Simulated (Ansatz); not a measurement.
This script drives the Python package of Ansatz (0.2.0).

Script `brcdcl_relaxed_scan.py`:
```python
# -*- coding: utf-8 -*-
"""One bond of BrCdCl held at set lengths while the rest relaxes."""

import ansatz as az
import numpy as np


def main():
    geometry_ang = [
        ("Cl", (0.894, 2.0221, 0.7003)),
        ("Cd", (-0.792, 0.2276, -0.4058)),
        ("Br", (-0.113, -2.3145, -0.3077)),
    ]
    system = az.Crystal.molecule()
    for symbol, xyz in geometry_ang:
        system = system.atom(symbol, xyz)

    calculation = system.calculation().basis(gaussian="def2-SVP").functional("pbe0")
    symbols = [site.symbol for site in system.cartesian_sites]
    pairs = [(0, 1), (1, 2)]
    print("held (A)   E (eV)        ", "  ".join(f"{symbols[i]}{i}-{symbols[j]}{j}" for i, j in pairs))
    for length in [2.42, 2.63, 2.84, 3.16, 3.55]:
        rep = calculation.relax(constraints=[az.DistanceConstraint((1, 2), at=length)], force_tolerance=0.02, max_steps=60).run().report
        xyz = np.array(rep["positions_ang"])
        print(f"{length:6.2f} {rep['free_energy_ev']:14.5f}  ", "  ".join(f"{np.linalg.norm(xyz[i] - xyz[j]):.3f}" for i, j in pairs))


if __name__ == "__main__":
    main()
```

It is started by `python brcdcl_relaxed_scan.py`. How long does it take on 1 thread of Arm Neoverse V1, on a shared host, and how much memory does it need?

It took about 2.5 min, with a peak of 0.25 GiB, for 5 runs of the engine.

```console
$ python brcdcl_relaxed_scan.py
held (A)   E (eV)         Cl0-Cd1  Cd1-Br2
DeckWarning: relax.constraints: the input's atoms, or those drawn, lie off the distances that are held; a relaxation that starts there is brought onto them ahead of its first SCF, by positions alone, [...]
  2.42   -87111.11108   2.280  2.420
  2.63   -87110.86348   2.283  2.630
  2.84   -87110.39605   2.286  2.840
  3.16   -87109.59651   2.292  3.160
  3.55   -87108.73240   2.298  3.550
```
(Warnings from the package without file and line, shortened, repeats left out.)

Caveats:
- Total energies depend on the basis set; only differences at equal settings carry meaning.
- The energies are electronic: no zero-point or thermal terms, and the basis set is short of its limit.
- def2 sets replace the cores of elements past krypton by effective core potentials.
